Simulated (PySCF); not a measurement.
# CH4B3BrO3S: magnetic properties

Aim: compute the magnetic properties of CH4B3BrO3S (`CSB1OBOB(Br)O1`).

Computed with PySCF 2.14.0 and routines of our own; the level stands in each step. Atoms count from 0.

## 1. The system as given

13 atoms, charge 0, multiplicity 1; geometry from: GFN2-xTB.

## 2. Magnetic properties: GIAO BHandHLYP/pcSseg-1

The job: settings as JSON, then the geometry in Å.

```
{"job": {"kind": "mag", "xc": "BHandHLYP", "basis": "pcSseg-1", "isotopologues": 0}, "charge": 0, "multiplicity": 1}
C     -2.681423     0.000995    -0.040075
S     -1.447473    -1.159246     0.658037
B      0.078575    -0.499643     0.022939
O      0.099595     0.592349    -0.809886
B      1.263118     1.077447    -1.305423
O      2.435027     0.472444    -0.961824
B      2.429986    -0.606963    -0.137042
Br     4.038227    -1.413064     0.321176
O      1.270888    -1.099300     0.353861
H     -2.885791     0.772445     0.695089
H     -3.579736    -0.572962    -0.237054
H     -2.291276     0.436847    -0.951957
H      1.265895     1.999138    -2.018528
```

Level: GIAO BHandHLYP/pcSseg-1 magnetisability, rotational g tensor and spin-rotation constants, non-relativistic, gas phase.

Started as:

```
$ OMP_NUM_THREADS=1 python excited_run.py task.json out
```

This one command runs all jobs of the session in turn.

Output:

```text
coarse grid: 59800 points
cycle   1  E = -3312.7743419448  dE =  6.724e-01  |g| = 1.094e+00  |ddm| = 3.451e+00
cycle   2  E = -3312.7831604947  dE = -8.819e-03  |g| = 1.005e+00  |ddm| = 1.014e+00
cycle   3  E = -3312.9413398755  dE = -1.582e-01  |g| = 1.116e-01  |ddm| = 5.614e-01
cycle   4  E = -3312.9433554858  dE = -2.016e-03  |g| = 2.738e-02  |ddm| = 8.817e-02
cycle   5  E = -3312.9435124658  dE = -1.570e-04  |g| = 7.709e-03  |ddm| = 3.290e-02
cycle   6  E = -3312.9435275969  dE = -1.513e-05  |g| = 2.324e-03  |ddm| = 9.094e-03
cycle   7  E = -3312.9435284433  dE = -8.464e-07  |g| = 7.756e-04  |ddm| = 2.034e-03
final grid: 124768 points
cycle   8  E = -3312.9435466486  dE =  2.783e-08  |g| = 9.429e-04  |ddm| = 1.105e-03
cycle   9  E = -3312.9435465681  dE =  8.052e-08  |g| = 1.173e-03  |ddm| = 1.107e-03
cycle  10  E = -3312.9435467960  dE = -2.279e-07  |g| = 3.779e-05  |ddm| = 6.126e-04
cycle  11  E = -3312.9435467962  dE = -2.547e-10  |g| = 6.227e-06  |ddm| = 3.650e-05
converged SCF energy = -3312.9435467962

Magnetisability tensor (1e-30 J/T^2)
    -1662.81       48.22      -44.95
       48.22    -1695.09      -96.38
      -44.95      -96.38    -1720.07
isotropic -1692.66   principal values   -1804.80  -1707.49  -1565.68
isotropic susceptibility -101.934 1e-6 cm^3/mol

Inertial axes            a          b          c
rot. const./GHz      2.5683     0.4354     0.3732
chi total          -101.201    -95.967   -108.635
chi diamagnetic    -561.444  -2595.446  -3021.407
chi paramagnetic    460.243   2499.479   2912.772
quadrupole/D A        6.869     -8.731      1.862
g nuclear            0.5228     0.5066     0.5078
g electronic        -0.5553    -0.5113    -0.5107
g total             -0.0326    -0.0047    -0.0029

Spin-rotation constants (kHz, H = +C I.J)
atom  isotope        aa         bb         cc
  2    11B        0.720      0.133      0.069
  4    11B        0.743      0.111      0.069
  6    11B        0.673      0.125      0.073
  7   79Br        1.375      0.525      0.342
  9     1H       -0.240     -0.046      0.004
 10     1H       -0.087     -0.038     -0.028
 11     1H       -0.222     -0.003     -0.033
 12     1H       -0.254      0.023     -0.035
  0    13C*       0.343      0.056      0.053
  1    33S*       0.406      0.107      0.077
  3    17O*      -0.823     -0.115     -0.012
  5    17O*      -0.773     -0.126     -0.020
  8    17O*      -0.620     -0.142     -0.022
* in the singly substituted isotopologue
```

Run time: 55 s. Hardware: 1 thread of Arm Neoverse V2, shared host; peak memory 1 GiB.

Key values:

```tsv
quantity	value
magnetisability	-1693·10⁻³⁰ J/T²
molar susceptibility	-101.9·10⁻⁶ cm³/mol
rotational g (a, b, c)	-0.0326, -0.0047, -0.0029
```

The fields below are evaluated on a grid from the run's orbitals.

Frontier orbitals at BHandHLYP/pcSseg-1, with the share of their density that lies nearest to each atom:

```tsv
orbital	energy (eV)	lies on
HOMO	-8.65	S1 75 %; B2 8 %
LUMO	0.52	B4 40 %; H12 16 %; B6 15 %
```

ELF in a plane through or near 10 of the atoms.

Ten even steps from ' ' (0.00) to '@' (1.00):
```
                                                        
                                                        
                                                        
        ..--==::              ..::::..                  
      ::++##%%**::    ::      ==####**--                
    ::++########::  ++##++    **%%@@%%++..              
    --##++==--##::  ##@@%%  ..++::::%%==                
  ..++%%==**++##++--****%%--****##****--..::::          
    ++%%%%++++%%--==%%##%%**..@@++++%%++##%%%%::        
    --**##++::::----::..::..::::::==--##==%%##..        
      --==    ++%%%%--  ==%%%%::  ==##::==++--          
            --%%--::##::%%**++**  ++@@%%==              
            ==%%%%##..@@::##%%**  ::@@%%::              
              ......######....::    ::..                
                  ++@@@@@@::                            
                ..@@@@@@@@##                            
                  ##@@@@@@==                            
                    ......                              
                                                        
                                                        
```
The map spans 13.3 Å across and 10.4 Å up, centred on the molecule. Atoms in the plane (x, y in Å): C0 (2.7, 0.1), S1 (1.5, 1.5), B2 (-0.1, 0.6), O3 (-0.1, -0.8), B4 (-1.3, -1.4), O5 (-2.5, -0.7), B6 (-2.4, 0.6), Br7 (-4.0, 1.6), O8 (-1.3, 1.3), H12 (-1.3, -2.6).

log10 of the density (e/Å³) in the same plane.

Values, 10 rows by 14 columns:
```
-4.0 -4.0 -4.0 -4.0 -4.0 -4.0 -4.0 -4.0 -4.0 -4.0 -4.0 -4.0 -4.0 -4.0
-4.0 -4.0 -3.1 -2.8 -3.5 -4.0 -4.0 -3.6 -3.0 -3.2 -3.9 -4.0 -4.0 -4.0
-3.9 -2.1 -1.2 -0.9 -1.6 -2.0 -2.0 -1.9 -1.1 -1.4 -2.3 -3.9 -4.0 -4.0
-3.1 -1.3  0.0  0.8 -0.7 -0.1 -0.2 -0.8  0.3 -0.3 -1.5 -2.6 -3.9 -4.0
-3.1 -1.4 -0.2  0.0  0.5  0.3  0.3  0.3  0.0  0.1 -0.2 -1.1 -2.8 -4.0
-4.0 -2.4 -1.6 -1.1  0.4 -0.3 -0.2  0.3 -1.0  0.2  0.0 -1.3 -2.9 -4.0
-4.0 -4.0 -3.3 -1.4  0.0  0.1  0.1  0.0 -1.3 -1.0 -1.4 -2.5 -3.8 -4.0
-4.0 -4.0 -4.0 -2.8 -1.6 -0.1 -0.2 -1.7 -2.8 -2.9 -3.1 -3.9 -4.0 -4.0
-4.0 -4.0 -4.0 -4.0 -2.6 -1.5 -1.6 -2.7 -4.0 -4.0 -4.0 -4.0 -4.0 -4.0
-4.0 -4.0 -4.0 -4.0 -3.8 -3.2 -3.3 -3.9 -4.0 -4.0 -4.0 -4.0 -4.0 -4.0
```
The map spans 13.3 Å across and 10.4 Å up, centred on the molecule. Atoms in the plane (x, y in Å): C0 (2.7, 0.1), S1 (1.5, 1.5), B2 (-0.1, 0.6), O3 (-0.1, -0.8), B4 (-1.3, -1.4), O5 (-2.5, -0.7), B6 (-2.4, 0.6), Br7 (-4.0, 1.6), O8 (-1.3, 1.3), H12 (-1.3, -2.6).

On the surface of density 0.002 e/bohr³ the electrostatic potential runs, from the 1st to the 99th percentile, from -0.94 V near O8 to 2.01 V near B4.

## 3. Magnetic properties: GIAO HSE06/ANO-RCC-VDZP in acetonitrile

Settings changed since step 2:

```diff
@@ -1,2 +1,2 @@
-{"job": {"kind": "mag", "xc": "BHandHLYP", "basis": "pcSseg-1", "isotopologues": 0}, "charge": 0, "multiplicity": 1}
+{"job": {"kind": "mag", "xc": "HSE06", "basis": "ANO-RCC-VDZP", "solvent": "acetonitrile"}, "charge": 0, "multiplicity": 1}
 C     -2.681423     0.000995    -0.040075
```

With the program's defaults for keys left out, this is: GIAO HSE06/ANO-RCC-VDZP magnetisability, non-relativistic, IEF-PCM acetonitrile.

ANO-RCC is contracted for a relativistic Hamiltonian, so without one its core functions misfit and properties at heavier nuclei are off.

Output:

```text
coarse grid: 59800 points
cycle   1  E = -3290.4960680345  dE =  1.599e+00  |g| = 9.805e-01  |ddm| = 5.267e+00
cycle   2  E = -3290.2410506045  dE =  2.550e-01  |g| = 1.509e+00  |ddm| = 1.712e+00
cycle   3  E = -3290.6717791560  dE = -4.307e-01  |g| = 7.813e-02  |ddm| = 1.122e+00
cycle   4  E = -3290.6729214604  dE = -1.142e-03  |g| = 3.932e-02  |ddm| = 1.269e-01
cycle   5  E = -3290.6733510651  dE = -4.296e-04  |g| = 9.427e-03  |ddm| = 4.912e-02
cycle   6  E = -3290.6733706543  dE = -1.959e-05  |g| = 3.822e-03  |ddm| = 1.103e-02
cycle   7  E = -3290.6733733574  dE = -2.703e-06  |g| = 8.531e-04  |ddm| = 3.261e-03
final grid: 124768 points
cycle   8  E = -3290.6736307886  dE =  1.033e-07  |g| = 1.280e-03  |ddm| = 2.383e-03
cycle   9  E = -3290.6736303027  dE =  4.859e-07  |g| = 2.024e-03  |ddm| = 2.584e-03
cycle  10  E = -3290.6736311473  dE = -8.447e-07  |g| = 1.511e-04  |ddm| = 1.507e-03
cycle  11  E = -3290.6736311534  dE = -6.075e-09  |g| = 3.183e-05  |ddm| = 1.748e-04
cycle  12  E = -3290.6736311537  dE = -2.510e-10  |g| = 5.068e-06  |ddm| = 3.086e-05
converged SCF energy = -3290.6736311537

Magnetisability tensor (1e-30 J/T^2)
    -1658.08       38.57      -35.85
       38.57    -1693.45      -87.81
      -35.85      -87.81    -1717.96
isotropic -1689.83   principal values   -1794.40  -1694.03  -1581.06
isotropic susceptibility -101.764 1e-6 cm^3/mol

Inertial axes            a          b          c
rot. const./GHz      2.5683     0.4354     0.3732
chi total          -100.713    -96.569   -108.010
chi diamagnetic    -560.616  -2591.445  -3016.302
chi paramagnetic    459.903   2494.876   2908.292
quadrupole/D A       11.087     -9.902     -1.185
```

Run time: 2 min. Hardware: 1 thread of Arm Neoverse V2, shared host; peak memory 1.1 GiB.

Key values:

```tsv
quantity	value
magnetisability	-1690·10⁻³⁰ J/T²
molar susceptibility	-101.8·10⁻⁶ cm³/mol
```

## 4. What came out

```
                                                quantity                      value
       magnetisability (step 2, GIAO BHandHLYP/pcSseg-1)           -1693·10⁻³⁰ J/T²
  molar susceptibility (step 2, GIAO BHandHLYP/pcSseg-1)        -101.9·10⁻⁶ cm³/mol
rotational g (a, b, c) (step 2, GIAO BHandHLYP/pcSseg-1)  -0.0326, -0.0047, -0.0029
                   surface potential, 1st and 99th percentile         -0.94 V and 2.01 V
```

Steps that list no spin-orbit terms leave them out, which matters at and beside the heavy atoms. Vibrational averaging and real surroundings are missing from these values.
